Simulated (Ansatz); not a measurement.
# ClGeH₂O, SMILES [OH][GeH][Cl]: a rigid torsion scan

Run with Ansatz's Python interface.

Script `torsion.py`:
```python
"""Energy of ClGeH2O as one group turns about a bond."""

import ansatz as az
from ase import Atoms

atoms = Atoms(["O", "Ge", "Cl", "H", "H"], positions=[
    (-0.9954, -0.3668, -0.7064),
    (0.1763, 0.001, 0.5441),
    (1.6897, -1.5119, 0.4488),
    (-1.6362, 0.4132, -0.614),
    (0.8154, 1.3908, 0.2861),
])

# relax first, so that the scan starts from a minimum
first = az.Crystal.molecule_from_ase(atoms).calculation()
first = first.basis(gaussian="def2-SVP")
first = first.functional("pbe").spin("collinear", total=1)
first = first.relax(force_tolerance=0.02, max_steps=80)
atoms.positions = first.run(threads=1, backend="cpu").report["positions_ang"]

start = atoms.get_dihedral(2, 1, 0, 3)
energies = {}
for turn in range(0, 360, 40):
    turned = atoms.copy()
    turned.set_dihedral(2, 1, 0, 3, start + turn, indices=[0, 3])
    base = az.Crystal.molecule_from_ase(turned).calculation()
    base = base.basis(gaussian="def2-SVP").functional("pbe")
    base = base.spin("collinear", total=1)
    energies[round((start + turn) % 360)] = base.run(threads=1, backend="cpu").report["free_energy_ev"]
floor = min(energies.values())
print("dihedral Cl2-Ge1-O0-H3 (deg)   E - E(min) (eV)")
for angle, e in sorted(energies.items()):
    print(f"{angle:8d} {(e - floor):14.3f}  " + "#" * int(30 * (e - floor) / max(max(energies.values()) - floor, 1e-9)))
```

```console
$ python torsion.py
dihedral Cl2-Ge1-O0-H3 (deg)   E - E(min) (eV)
      27          0.000
      67          0.024  ####
     107          0.082  ##############
     147          0.092  ################
     187          0.076  #############
     227          0.104  ##################
     267          0.169  ##############################
     307          0.168  #############################
     347          0.063  ###########
```

The lowest point is at 27° and the highest at 267°, 0.169 eV (16.3 kJ/mol) above it, with the rest of the molecule held.

What to keep in mind:
- The scan is rigid and the energies are electronic, in a modest basis. With rigid groups the curve can differ much from the relaxed path, the start wasn't checked as a minimum of this torsion, and equivalent turns needn't return to the same energy.
- The species is open-shell (spin multiplicity 2).
- Hardware and time: 44 s on 1 thread of AMD EPYC 7R43 64-Core Processor (Zen 3), with other jobs on the host, peak memory 0.23 GiB.
